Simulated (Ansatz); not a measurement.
# CH3FGeO: basis-set convergence

An exercise on one series of results from a longer session: the logs are not shown, and one member is left open.

The runs use Ansatz 0.2.0, Gaussian basis; one geometry, several basis sets.

Levels to be run: PBE0-D4/def2-SVP; ωB97M-V/def2-SVP; PBE0-D4/def2-QZVPP; ωB97M-V/def2-QZVPP; the functionals' def2-TZVPP values are taken from earlier runs.

## Structure used throughout

An earlier PBE0-D4 in a triple-zeta def2 set relaxation fixed the geometry.

SMILES `C[O][Ge][F]`, 7 atoms, charge 0, spin multiplicity 1.

Atoms are counted from 1 here; the program's logs count them from 0.

Bond lengths: C1–O2 1.413 Å, C1–H5 1.092 Å, C1–H6 1.093 Å, C1–H7 1.093 Å, O2–Ge3 1.764 Å, Ge3–F4 1.768 Å. Angles: O2–C1–H5 112.1°, O2–C1–H6 109.1°, O2–C1–H7 109.0°, H5–C1–H6 109.1°, H5–C1–H7 109.1°, H6–C1–H7 108.4°, C1–O2–Ge3 128.6°, O2–Ge3–F4 99.0°.

Set-up of the first run:

Input file in.yaml:

```yaml
crystal:
  periodic: [false, false, false]
  atoms:
    - {symbol: C, position_ang: [-0.504818, 0.491522, 0.394860]}
    - {symbol: O, position_ang: [0.412368, 0.624201, -0.671949]}
    - {symbol: Ge, position_ang: [1.441726, -0.610665, -1.398404]}
    - {symbol: F, position_ang: [0.967404, -1.990590, -0.400158]}
    - {symbol: H, position_ang: [-0.548506, -0.532166, 0.773808]}
    - {symbol: H, position_ang: [-0.208048, 1.161117, 1.206575]}
    - {symbol: H, position_ang: [-1.498727, 0.788482, 0.049667]}
basis:
  gaussian: {orbitals: def2-SVP}
hamiltonian: {xc: pbe0, dispersion: d4}
output: {orbitals: {seedname: orbitals}}
```

Steps of the session up to this table: PBE0-D4 in def2-SVP; ωB97M-V in def2-SVP; PBE0-D4 in def2-QZVPP; ωB97M-V in def2-QZVPP.

One of the session's tables, all rows but one given; the rest of the session is left out.

It belongs to the step «Density functionals: the series». 

```
functional       basis  HOMO (eV)  LUMO (eV)
   PBE0-D4    def2-SVP      -8.09      -1.79
   PBE0-D4  def2-TZVPP      -8.17      -1.92
   PBE0-D4  def2-QZVPP      -8.22      -1.99
   ωB97M-V    def2-SVP          ?          ?
   ωB97M-V  def2-TZVPP     -10.44       0.07
   ωB97M-V  def2-QZVPP     -10.50      -0.11
```

**Question.** Estimate the row for ωB97M-V, def2-SVP.

**Answer.** HOMO (eV): -10.33; LUMO (eV): 0.23. In the column «HOMO (eV)» it lies between ωB97M-V, def2-TZVPP (-10.44) and PBE0-D4, def2-QZVPP (-8.22).
